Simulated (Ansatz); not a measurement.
# CH₄GeS (SMILES [CH2]1[S][GeH2]1): one structure at several levels

One table from this session's results is given with a row withheld; the runs are named, their logs left out.

Program: Ansatz 0.2.0, Gaussian basis. Level of theory: single points in def2-TZVPP. These are calculated values, not measurements.

Correlated methods freeze the cores. Filled d shells of the heavier atoms are correlated. B3LYP uses VWN-RPA correlation.

**The system as given**

SMILES `[CH2]1[S][GeH2]1`, 7 atoms, charge 0, spin multiplicity 1.

Atoms are counted from 1 here; the program's logs count them from 0.

Bond lengths: C1–S2 1.856 Å, C1–Ge3 1.881 Å, C1–H4 1.054 Å, C1–H5 1.066 Å, S2–Ge3 2.132 Å, Ge3–H6 1.492 Å, Ge3–H7 1.510 Å. Angles: S2–C1–Ge3 69.6°, S2–C1–H4 107.4°, S2–C1–H5 112.3°, Ge3–C1–H4 122.0°, Ge3–C1–H5 122.8°, H4–C1–H5 111.9°, C1–S2–Ge3 55.8°, C1–Ge3–S2 54.7°, C1–Ge3–H6 119.2°, C1–Ge3–H7 119.5°, S2–Ge3–H6 118.3°, S2–Ge3–H7 117.4°, H6–Ge3–H7 114.7°.

Geometry (Å):

```mol
CH4GeS
  3D, bonds by distance, orders not assigned

  7  7  0  0  0  0  0  0  0  0999 V2000
   -0.7578   -0.1319   -0.5769 C   0  0
   -0.4196   -1.4297    0.7061 S   0  0
    0.7630    0.3230    0.4320 Ge  0  0
   -0.6842   -0.5958   -1.5202 H   0  0
   -1.7055    0.3369   -0.4379 H   0  0
    0.6643    1.4095    1.4492 H   0  0
    2.1364    0.1476   -0.1716 H   0  0
  1  2  8  0
  1  3  8  0
  1  4  8  0
  1  5  8  0
  2  3  8  0
  3  6  8  0
  3  7  8  0
M  END
```

Set-up of the first run:

File run/in.yaml:

```yaml
crystal:
  periodic: [false, false, false]
  atoms:
    - {symbol: C, position_ang: [-0.757800, -0.131900, -0.576900]}
    - {symbol: S, position_ang: [-0.419600, -1.429700, 0.706100]}
    - {symbol: Ge, position_ang: [0.763000, 0.323000, 0.432000]}
    - {symbol: H, position_ang: [-0.684200, -0.595800, -1.520200]}
    - {symbol: H, position_ang: [-1.705500, 0.336900, -0.437900]}
    - {symbol: H, position_ang: [0.664300, 1.409500, 1.449200]}
    - {symbol: H, position_ang: [2.136400, 0.147600, -0.171600]}
basis:
  gaussian: {orbitals: def2-TZVPP}
correlation: {method: ccsd_t}
output: {forces: true}
```

No record of the launch command was kept for these runs.

Steps of the session up to this table: CCSD(T)/def2-TZVPP; PBE0-D4/def2-TZVPP; wB97M-V/def2-TZVPP; r2SCAN-D4/def2-TZVPP; PBE-D4/def2-TZVPP; B3LYP-D4/def2-TZVPP; r2SCANh-D4/def2-TZVPP.

One table of the session follows, with a row left open; its other results are not shown here.

```
    method  RMS force component (eV/Å)  angle to CCSD(T) forces (°)  dipole (D)
   CCSD(T)                       0.580                    reference        1.89
   PBE0-D4                       0.514                         15.4        1.96
   wB97M-V                       0.508                          8.9        1.97
 r2SCAN-D4                       0.523                          8.9        1.94
    PBE-D4                           ?                            ?           ?
  B3LYP-D4                       0.599                          4.5        1.92
r2SCANh-D4                       0.491                         11.0        1.97
```

**Question.** Estimate the row for PBE-D4.

As computed: RMS force component (eV/Å): 0.640; angle to CCSD(T) forces (°): 11.6; dipole (D): 1.82. In the column «RMS force component (eV/Å)» it is the highest.
